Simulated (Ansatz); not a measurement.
# FGeH5O2: the cost of one run

All numbers below are computed with Ansatz 0.2.0 (RKS PBE0/def2-SVP).

## 1. The starting structure

Bond lengths: Ge1–O2 2.120 Å, O2–H3 1.010 Å, Ge1–H4 1.550 Å, Ge1–O5 1.769 Å, O5–H6 1.010 Å, Ge1–H7 1.549 Å, Ge1–F8 1.980 Å. Angles: Ge1–O2–H3 109.5°, O2–Ge1–H4 109.5°, O2–Ge1–O5 109.5°, O2–Ge1–H7 109.5°, O2–Ge1–F8 71.6°, H4–Ge1–O5 109.5°, H4–Ge1–H7 109.5°, H4–Ge1–F8 75.6°, O5–Ge1–H7 109.5°, O5–Ge1–F8 64.5°, H7–Ge1–F8 173.5°, Ge1–O5–H6 109.5°.

Coordinates:

```xyz
9

Ge    0.0000    0.0000    0.0000
O     0.0000    0.0000    2.1200
H    -0.9095   -0.2814    2.4571
H     1.4616    0.0000   -0.5162
O    -0.8337    1.4443   -0.5894
H    -1.7915    1.2136   -0.8118
H    -0.7300   -1.2648   -0.5162
F     0.7423    1.7262    0.6243
H     0.4937    1.1482    1.6998
```

## 2. Pulling towards end A

Springs on the bonds that form and break draw the guess towards this end; the thresholds are loose.

File input.yaml:

```yaml
crystal:
  periodic: [false, false, false]
  atoms:
    - { symbol: Ge, position_ang: [0.0, 0.0, 0.0] }
    - { symbol: O, position_ang: [0.0, 0.0, 2.12] }
    - { symbol: H, position_ang: [-0.9095, -0.2814, 2.4571] }
    - { symbol: H, position_ang: [1.4616, 0.0, -0.5162] }
    - { symbol: O, position_ang: [-0.8337, 1.4443, -0.5894] }
    - { symbol: H, position_ang: [-1.7915, 1.2136, -0.8118] }
    - { symbol: H, position_ang: [-0.73, -1.2648, -0.5162] }
    - { symbol: F, position_ang: [0.7423, 1.7262, 0.6243] }
    - { symbol: H, position_ang: [0.4937, 1.1482, 1.6998] }
basis:
  gaussian: { orbitals: def2-SVP }
hamiltonian:
  xc: pbe0
relax:
  f_tol: 0.15
  max_steps: 25
  restrain:
    - { distance: [0, 7], at: 2.88, k: 30.0 }
    - { distance: [8, 1], at: 2.21, k: 30.0 }
    - { distance: [0, 1], at: 1.77, k: 30.0 }
    - { distance: [8, 7], at: 0.92, k: 30.0 }
```

Started as:

```bash
$ ansatz run input.yaml --threads 2 --pin off --max-ram 3072MiB --backend cpu --events-out ev --progress --plain --runs-dir out
```

Q: Estimate wall time and peak memory on 2 threads of Arm Neoverse V2, shared host.

About 20 s, with a peak of 0.22 GiB.
